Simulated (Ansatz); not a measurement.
What does this script print? It uses the Ansatz DFT code, driven from Python.

Contents of `ch4sete.xyz`:
```text
7

Se   -1.72900   -0.68650    0.65500
C    -0.09540    0.28410    0.36760
Te    1.24750   -0.99830   -0.67170
H    -1.94760   -0.69870   -0.87620
H    -0.26320    1.19440   -0.25280
H     0.33660    0.58620    1.35040
H     2.51230    0.25070   -0.61790
```

Script `run_relaxed_scan.py`:
```python
"""One bond of CH4SeTe held at set lengths while the rest relaxes."""

import ansatz as az
import numpy as np

SETTINGS = {
    "basis_set": "def2-SVP",
    "functional": "B3LYP",
    "vdw": "d3bj",
}

geometry = az.Crystal.molecule_from_extxyz("ch4sete.xyz")

job = (
    geometry.calculation()
    .basis(gaussian=SETTINGS["basis_set"])
    .functional(SETTINGS["functional"], dispersion=SETTINGS["vdw"])
)
symbols = [site.symbol for site in geometry.cartesian_sites]
pairs = [(0, 1), (0, 3), (1, 2), (1, 4), (1, 5), (2, 6)]
print("held (A)   E (eV)        ", "  ".join(f"{symbols[i]}{i}-{symbols[j]}{j}" for i, j in pairs))
for length in [1.64, 1.78, 1.92, 2.13, 2.4]:
    r = job.relax(constraints=[az.DistanceConstraint((2, 6), at=length)], force_tolerance=0.02, max_steps=60).run(threads=1).report
    xyz = np.array(r["positions_ang"])
    print(f"{length:6.2f} {r['free_energy_ev']:14.5f}  ", "  ".join(f"{np.linalg.norm(xyz[i] - xyz[j]):.3f}" for i, j in pairs))
```

Running `python run_relaxed_scan.py` prints:
```text
held (A)   E (eV)         Se0-C1  Se0-H3  C1-Te2  C1-H4  C1-H5  Te2-H6
DeckWarning: relax.constraints: the input's atoms, or those drawn, lie off the distances that are held; a relaxation that starts there is brought onto them ahead of its first SCF, by positions alone, an atom by 6.92e-2 Å at the most. With the symmetry detection on, the symmetry is detected on the input's atoms as so [...]
  1.64   -73739.37630   1.959  1.477  2.192  1.096  1.097  1.640
  1.78   -73739.31810   1.960  1.477  2.189  1.096  1.097  1.780
  1.92   -73739.06178   1.961  1.477  2.185  1.096  1.097  1.920
  2.13   -73738.52553   1.964  1.476  2.178  1.095  1.097  2.130
  2.40   -73737.77829   1.966  1.477  2.173  1.095  1.096  2.400
```
(Warnings from the package without file and line, shortened, repeats left out.)

Total energies depend on the basis set; only differences at equal settings carry meaning. The energies are electronic: no zero-point or thermal terms, and the basis set is short of its limit. def2 sets replace the cores of elements past krypton by effective core potentials. b3lyp holds the VWN-RPA fit, as in Gaussian; the form of ORCA and Turbomole is b3lyp5. Wall time of the script: 3.3 min on 1 thread of Arm Neoverse V1, with other jobs on the host, peak memory 0.29 GiB.
